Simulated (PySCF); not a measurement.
# GaN: bond curves at several levels of theory

One table from this session's results is given with a row withheld; the runs are named, their logs left out.

The runs use PySCF 2.14.0; Ga 6-31G(d,p), N 6-31G(d,p), no relativity.

The first run:

The job is set up so:

```yaml
atoms: Ga, N
charge: 0
basis: Ga 6-31G(d,p), N 6-31G(d,p)
Hamiltonian: no relativity
basis_functions: 46
electrons_treated: 38
masses_in_u: 68.9256, 14.0031
levels: PBE0, PBE, r²SCAN, TPSSh, LDA, r²SCAN0, CAM-B3LYP, HF, MP2, SCS-MP2, CCSD, CCSD(T)
grid: 80 radial by 434 angular points
occupations: held fixed by the projection of orbital angular momentum
dissociation_limit: Ga + N, each in its ground configuration
starting_distance_in_angstrom: 1.860
values_of_2S_to_try: 0, 2, 4
```

The run is started by

```console
$ OMP_NUM_THREADS=1 python dia.py task.json out
```

Steps of the session up to this table: Set-up; The PBE0 curve of the state that the search chose; Higher solutions at PBE0; PBE (GGA); r²SCAN; TPSSh (hybrid meta-GGA); LDA (local density); r²SCAN0 (hybrid meta-GGA); CAM-B3LYP; UHF (mean field); Adding correlation.

One of the session's tables, all rows but one given; the rest of the session is left out.

Energy (eV) from each level's lowest point:

| R (Å) | UHF | UHF-MP2 | UHF-SCS-MP2 | UHF-CCSD | UHF-CCSD(T) |
| --- | --- | --- | --- | --- | --- |
| 1.733 | 0.688 | 0.678 | 0.705 | n/a | n/a |
| 1.813 | 0.294 | 0.288 | 0.307 | 0.324 | 0.331 |
| 1.894 | 0.084 | 0.081 | 0.092 | 0.103 | 0.108 |
| 1.955 | 0.015 | 0.012 | 0.018 | 0.024 | 0.027 |
| 2.015 | 0.000 | 0.000 | 0.000 | 0.000 | 0.000 |
| 2.075 | 0.027 | 0.031 | 0.025 | 0.017 | 0.015 |
| 2.156 | 0.106 | 0.124 | 0.111 | 0.087 | 0.081 |
| 2.257 | ? | ? | ? | ? | ? |
| 2.378 | 0.407 | 0.622 | 0.606 | 0.424 | 0.412 |
| 2.539 | 0.533 | 1.013 | 1.011 | n/a | n/a |

Estimate the missing values for R (Å) = 2.257.

Worked estimate for «UHF». A straight line through the neighbours (2.156, 0.106) and (2.378, 0.407) gives 0.106 + (0.407 − 0.106) × (2.257 − 2.156) / (2.378 − 2.156) = 0.243; a parabola fitted to 4 rows on both sides gives 0.258.

As computed: UHF: 0.244; UHF-MP2: 0.311; UHF-SCS-MP2: 0.291; UHF-CCSD: 0.223; UHF-CCSD(T): 0.213. In «UHF» the line misses by -0.001 and the parabola by +0.014.
